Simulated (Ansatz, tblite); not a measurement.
# In4Sb4 wurtzite atom sphere (In₄Sb₄H₁₄): rung by rung

Aim: run the singlet of In4Sb4 wurtzite atom sphere (In₄Sb₄H₁₄) at one geometry on many levels, and compare frontier levels, spin and run time.

Method: as each input shows; program: Ansatz 0.2.0, Gaussian basis.

Levels to be run: GFN1-xTB, GFN2-xTB, PBE-D4/def2-TZVP, r2SCAN-D4/def2-TZVP, B97M-V/def2-TZVP, revPBE-D4/def2-TZVP, LC-ωPBE/def2-TZVP, PBE-D4/def2-SVP, PBE0-D4/def2-SVP, CCSD(T)/def2-SVP, MP2/def2-TZVP, RPA/def2-TZVP.

2 further runs of the same task are left out: 2 set aside as unsound or not needed.

## (1) The geometry

The singlet was relaxed beforehand with r2SCAN-D4/def2-SVP.

22 atoms, charge 0, spin multiplicity 1.

Bond lengths: In1–Sb2 2.963 Å, In1–Sb4 2.855 Å, In1–H9 1.725 Å, In1–H10 1.725 Å, Sb2–In6 2.851 Å, Sb2–H11 1.703 Å, Sb2–H12 1.703 Å, In3–Sb4 2.855 Å, In3–Sb5 2.963 Å, In3–H13 1.725 Å, In3–H14 1.725 Å, Sb4–In7 2.855 Å, Sb4–H15 1.707 Å, Sb5–In6 2.851 Å, Sb5–H16 1.703 Å, Sb5–H17 1.703 Å, In6–Sb8 2.851 Å, In6–H18 1.724 Å and more. Angles: Sb2–In1–Sb4 94.9°, Sb2–In1–H9 102.1°, Sb2–In1–H10 102.0°, Sb4–In1–H9 111.3°, Sb4–In1–H10 111.2°, H9–In1–H10 128.4°, In1–Sb2–In6 124.8°, In1–Sb2–H11 112.5°, In1–Sb2–H12 112.5°, In6–Sb2–H11 103.7°, In6–Sb2–H12 103.7°, H11–Sb2–H12 95.2°, Sb4–In3–Sb5 94.9°, Sb4–In3–H13 111.2°, Sb4–In3–H14 111.2°, Sb5–In3–H13 102.0°, Sb5–In3–H14 102.1°, H13–In3–H14 128.4° and more.

In, Sb take a core potential in the def2 sets. No spin-orbit coupling is included.

PBE0-D4/def2-TZVP was run before; its log isn't repeated, and its numbers join the tables.

## (2) GFN1-xTB

Tight binding, by tblite at 300 K electronic temperature and without a spin-polarisation term:

```python
tblite.interface.Calculator('GFN1-xTB', numbers, positions, charge=0, uhf=0).singlepoint()
```

Energy -647.3882 eV, HOMO -9.72 eV, LUMO -6.70 eV; 0.041 s.

## (3) GFN2-xTB

Tight binding, by tblite at 300 K electronic temperature and without a spin-polarisation term:

```python
tblite.interface.Calculator('GFN2-xTB', numbers, positions, charge=0, uhf=0).singlepoint()
```

Energy -565.5937 eV, HOMO -10.28 eV, LUMO -7.18 eV; 0.043 s.

## (4) PBE-D4/def2-TZVP

start.molden holds the orbitals of an earlier run on this state, given as this run's starting guess.

File in.yaml:

```yaml
crystal:
  periodic: [false, false, false]
  atoms:
    - {symbol: In, position_ang: [-2.433491, -1.398119, -1.669799]}
    - {symbol: Sb, position_ang: [-2.159045, -1.247566, 1.276919]}
    - {symbol: In, position_ang: [2.425223, -1.409177, -1.674339]}
    - {symbol: Sb, position_ang: [-0.001496, -0.004053, -2.212460]}
    - {symbol: Sb, position_ang: [2.164536, -1.245805, 1.272750]}
    - {symbol: In, position_ang: [0.003590, 0.005696, 2.648153]}
    - {symbol: In, position_ang: [0.002372, 2.801205, -1.680775]}
    - {symbol: Sb, position_ang: [0.000222, 2.499681, 1.266945]}
    - {symbol: H, position_ang: [-2.264029, -3.089554, -1.962583]}
    - {symbol: H, position_ang: [-3.805909, -0.392846, -1.955352]}
    - {symbol: H, position_ang: [-2.277534, -2.774964, 2.021658]}
    - {symbol: H, position_ang: [-3.543982, -0.601727, 2.029538]}
    - {symbol: H, position_ang: [2.243402, -3.100920, -1.958127]}
    - {symbol: H, position_ang: [3.802400, -0.414088, -1.971963]}
    - {symbol: H, position_ang: [-0.003042, -0.007601, -3.919911]}
    - {symbol: H, position_ang: [2.290991, -2.770111, 2.022501]}
    - {symbol: H, position_ang: [3.550727, -0.592901, 2.016903]}
    - {symbol: H, position_ang: [0.005242, 0.009506, 4.371884]}
    - {symbol: H, position_ang: [-1.549786, 3.494331, -1.973903]}
    - {symbol: H, position_ang: [1.556462, 3.490781, -1.972055]}
    - {symbol: H, position_ang: [-1.261159, 3.370515, 2.010056]}
    - {symbol: H, position_ang: [1.254286, 3.377727, 2.013938]}
basis:
  gaussian: {orbitals: def2-TZVP, fitting: {mean_field: def2-universal-jkfit}, initial_orbitals: start.molden}
hamiltonian: {xc: pbe, dispersion: d4}
scf: {omitted_lower_state_checks: [starts]}
output: {orbitals: {seedname: orbitals}}
```

On the command line:

```
$ ansatz run in.yaml --threads 2 --pin off --events-out ev --progress --plain --max-ram 32768MiB --backend cuda --devices 0, --max-vram 18GiB
```

Further steps of the session: r2SCAN-D4/def2-TZVP; B97M-V/def2-TZVP; revPBE-D4/def2-TZVP; LC-ωPBE/def2-TZVP; PBE-D4/def2-SVP; PBE0-D4/def2-SVP; CCSD(T)/def2-SVP; MP2/def2-TZVP; RPA/def2-TZVP.

Q: Predict the results of all the runs planned. Wanted: gap in def2-TZVP, named functionals, smallest and largest; correlation energy, CCSD(T)/def2-SVP; correlation energy, MP2/def2-TZVP; binding an atom, CCSD(T)/def2-SVP; PBE0 total energy, smallest basis above largest.

The runs gave:

| quantity | value |
| --- | --- |
| gap in def2-TZVP, named functionals, smallest and largest | 3.54 eV (PBE-D4), 9.26 eV (LC-ωPBE) |
| correlation energy, CCSD(T)/def2-SVP | -28.82 eV |
| correlation energy, MP2/def2-TZVP | -70.76 eV |
| binding an atom, CCSD(T)/def2-SVP | 1.953 eV |
| PBE0 total energy, smallest basis above largest | 1.77 eV (def2-SVP, def2-TZVP) |

In words: Over the named functionals in def2-TZVP the gap runs from 3.54 eV (PBE-D4) to 9.26 eV (LC-ωPBE); exact exchange widens it. The functionals in def2-TZVP miss CCSD(T)/def2-SVP by +0.113 (revPBE-D4) to +0.247 eV (B97M-V) an atom. The yardstick is in a double-zeta basis, so levels in larger sets aren't compared like for like. CCSD(T)/def2-SVP isn't at the basis-set limit; small misses against it rank nothing.
